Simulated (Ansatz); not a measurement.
# GaH4NO2: the cost of one run

The runs use Ansatz 0.2.0, Gaussian basis; PBE0-D4/def2-TZVP structures, single points in def2-TZVPP, no counterpoise correction.

Levels: SPW92, PBE-D4, BLYP-D4, r2SCAN-D4, B97M-V, PBE0-D4, B3LYP-D4, r2SCAN0-D4, BHLYP-D4, CAM-B3LYP-D4, wB97X-V, wB97M-V, B2PLYP, PBE-QIDH, RPA on PBE, Hartree-Fock, MP2, CCSD, CCSD(T).

Correlated methods freeze the cores. Filled d shells of the heavier atoms are correlated. B3LYP uses VWN-RPA correlation. B2PLYP carries no dispersion term here.

94 further runs of the same task are left out: 94 set aside as unsound or not needed. Runs told in other sessions of the task aren't counted.

### Step 1. The starting structure

The complex: 10 atoms, charge 0, spin multiplicity 1.

Atoms are counted from 1 here; the program's logs count them from 0.

Bond lengths: Ga1–O3 1.778 Å, Ga1–O4 1.778 Å, Ga1–N6 1.821 Å, H2–H5 0.749 Å, O3–H7 0.958 Å, O4–H8 0.958 Å, N6–H9 1.007 Å, N6–H10 1.007 Å. Angles: O3–Ga1–O4 113.6°, O3–Ga1–N6 123.2°, O4–Ga1–N6 123.2°, Ga1–O3–H7 114.0°, Ga1–O4–H8 114.0°, Ga1–N6–H9 120.3°, Ga1–N6–H10 120.3°, H9–N6–H10 110.5°.

Geometry (Å):

| atom | x (Å) | y (Å) | z (Å) |
| --- | --- | --- | --- |
| Ga1 | 0.26027 | 0.58560 | -0.13055 |
| H2 | 0.89190 | -2.22226 | -0.51751 |
| O3 | 0.40482 | 0.73851 | -1.89620 |
| O4 | 1.81622 | 0.69557 | 0.72310 |
| H5 | 0.23402 | -2.26907 | -0.16351 |
| N6 | -1.32354 | 0.28959 | 0.71804 |
| H7 | -0.42758 | 0.65336 | -2.36366 |
| H8 | 1.74752 | 0.58722 | 1.67295 |
| H9 | -2.19425 | 0.48266 | 0.25044 |
| H10 | -1.40939 | 0.45883 | 1.70700 |

Its parts: GaH4NO2 holds atoms 1, 3, 4, 6, 7, 8, 9, 10; H2 holds atoms 2, 5. Each part counts its atoms afresh in its own runs.

### Step 2. Relaxing GaH4NO2 alone

relax-a/in.yaml

```yaml
crystal:
  periodic: [false, false, false]
  atoms:
    - {symbol: Ga, position_ang: [0.260269, 0.585597, -0.130549]}
    - {symbol: O, position_ang: [0.404821, 0.738506, -1.896205]}
    - {symbol: O, position_ang: [1.816224, 0.695569, 0.723105]}
    - {symbol: N, position_ang: [-1.323539, 0.289587, 0.718038]}
    - {symbol: H, position_ang: [-0.427581, 0.653364, -2.363662]}
    - {symbol: H, position_ang: [1.747521, 0.587219, 1.672948]}
    - {symbol: H, position_ang: [-2.194246, 0.482659, 0.250445]}
    - {symbol: H, position_ang: [-1.409387, 0.458832, 1.706995]}
basis:
  gaussian: {orbitals: def2-TZVP}
hamiltonian: {xc: pbe0, dispersion: d4}
relax: {f_tol: 0.005, max_steps: 200}
```

The run is started by

```
> ansatz run in.yaml --threads 4 --pin off --events-out ev --progress --plain --max-ram 9574MiB
```

**Question.** How long does this run take on 4 threads of AMD EPYC 9R45, shared host?

About 7.5 s.
